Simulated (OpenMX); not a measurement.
**AgRh: single point with PBE**

AgRh:

```
Ag Rh
1.0
     2.77759    0.00000    0.00000
    -1.38879    2.40546    0.00000
     0.00000    0.00000    4.80860
Ag Rh
1 1
Cartesian
  -0.0691 -0.0115 2.4209
  1.4279 0.7566 -0.0426
```

The cell comes from a database or a generator and needn't be the stable form of this composition.

The cell isn't the ideal one: atoms moved at random, drawn with an rms of 0.05 Å.

```
Program             : OpenMX 3.8.5
Task                : single point
Functional          : PBE
Potentials or basis : OpenMX 2013 PBE set, Ag7.0-s3p2d2, Rh7.0-s3p2d2, grid cutoff 400 Ry
k mesh              : 11 × 11 × 7
Occupations         : fermi-dirac, width 0.05 eV
Spin                : no spin polarisation
Mixing scheme       : rmm-diisk
SCF threshold       : 1e-08 Ha
Solver              : band
Max SCF cycles      : 100
```

The pressure is 2.1 GPa. The largest force is 0.524 eV/Å, the band gap on the k mesh is none (metal or under the smearing width) and the mulliken charges are Ag +0.04; Rh -0.04 e.

Forces on the atoms (eV/Å):
```
Ag   0.130 -0.071 -0.502
Rh  -0.130  0.054  0.497
```

It took 110 s on 1 thread of Arm Neoverse V2, with other jobs on the host, peak memory 0.66 GiB.

Caveat: Mulliken charges move with the basis; the basis of atomic orbitals isn't converged, which shifts pressures, moduli and gaps.
